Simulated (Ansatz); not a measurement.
The system is Cu3Rh.

```xyz
4
Lattice="-1.8374 1.8374 3.6006 1.8374 -1.8374 3.6006 1.8374 1.8374 -3.6006" Properties=species:S:1:pos:R:3 pbc="T T T"
Rh    0.0000    0.0000    0.0000
Cu    0.0000    0.0000    3.6006
Cu    1.8374    0.0000    1.8003
Cu    0.0000    1.8374    1.8003
```

The cell comes from a database or a generator and needn't be the stable form of this composition.

Base run:

```yaml
Program: Ansatz 0.2.0
Functional: LDA
Potentials_or_basis: all-electron LAPW, scalar-relativistic
Cutoff: 276 eV (chosen from the basis error)
Basis_error_allowed: 0.002 eV/atom
k_mesh: 10 × 10 × 10
Occupations: fermi-dirac, width 0.05 eV
Spin: no spin polarisation
```

Its results: pressure -8.8 GPa.

The run is repeated on the same cell with these changes: functional from LDA to PBEsol. What comes out?

Pressure -2.5 GPa.

PBEsol binds less tightly than LDA, so the same cell stands under more pressure.
